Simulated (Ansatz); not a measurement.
# BC5: the cost of one run

Computed with Ansatz 0.2.0 (DFT PBE, scalar-relativistic, plane waves, PAW, unless a step's input says otherwise).

1 further run of the same task is left out (set aside as unsound or not needed). Runs told in other sessions of the task aren't counted.

## 1. Starting point

Symmetry: P-62m, No. 189, hexagonal system. The conventional cell has a = 3.349 Å, b = 3.349 Å, c = 6.867 Å, α = 90.00°, β = 90.00°, γ = 120.00°. Around B (site symmetry -62m) lie 6 C at 1.93 Å. C (site symmetry -6) has 3 B at 1.93 Å and 3 C at 1.93 Å in its first shell of neighbours. Around C (site symmetry m2m) lie 2 C at 1.39 Å.

As a file:

```xyz
6
Lattice="3.3488 0.0000 0.0000 -1.6744 2.9002 0.0000 0.0000 0.0000 6.8668" Properties=species:S:1:pos:R:3 pbc="T T T"
B     0.0000    0.0000    0.0000
C     1.6744    0.9667    0.0000
C     0.8052    0.0000    3.4334
C     1.2718    2.2028    3.4334
C    -0.4026    0.6973    3.4334
C     0.0000    1.9335    0.0000
```

It is the end of an earlier relaxation with the same method, from a database cell with other species swapped in; it is a trial structure. At a tolerance of 0.05 Å it has space group P-62m (No. 189); it has 11.12 Å³/atom, an uncorrected energy of +3.34 eV/atom over the elements.

## 2. Static run: bands, density of states and charges

Input file input.yaml:

```yaml
crystal:
  lattice:
    - [3.3488346686, 0.0, 0.0]
    - [-1.6744173343, 2.9001758961, 0.0]
    - [0.0, 0.0, 6.866788786]
  atoms:
    - { symbol: B, position: [0.0, 0.0, 0.0] }
    - { symbol: C, position: [0.6666666667, 0.3333333333, 0.0] }
    - { symbol: C, position: [0.2404471248, 0.0, 0.5] }
    - { symbol: C, position: [0.7595528752, 0.7595528752, 0.5] }
    - { symbol: C, position: [0.0, 0.2404471248, 0.5] }
    - { symbol: C, position: [0.3333333333, 0.6666666667, 0.0] }
basis:
  ecutwfc: 420
kpoints:
  mp_grid: { grid: [12, 12, 6] }
  band_path:
    path:
      - [[0.0, 0.0, 0.0], [0.5, 0.0, 0.0], [0.33333333, 0.33333333, 0.0], [0.0, 0.0, 0.0], [0.0, 0.0, 0.5], [0.5, 0.0, 0.5], [0.33333333, 0.33333333, 0.5], [0.0, 0.0, 0.5]]
      - [[0.5, 0.0, 0.5], [0.5, 0.0, 0.0]]
      - [[0.33333333, 0.33333333, 0.5], [0.33333333, 0.33333333, 0.0]]
    npoints: 14
hamiltonian:
  xc: pbe
scf:
  occupations: { method: gaussian, width: 0.1 }
  n_extra_bands: 15
output:
  forces: true
  stress: true
  eigenvalues: true
  populations: true
  dos: { projected: true, de: 0.02, nscf_kmesh: { grid: [15, 15, 8] } }
  bader: true
```

Run with:

```bash
ansatz run input.yaml --threads 1 --pin off --max-ram 2560MiB --backend cpu --events-out ev --progress --plain --runs-dir out
```

Q: Estimate wall time and peak memory on 1 thread of Arm Neoverse V2, shared host.

About 63 s, with a peak of 0.4 GiB.
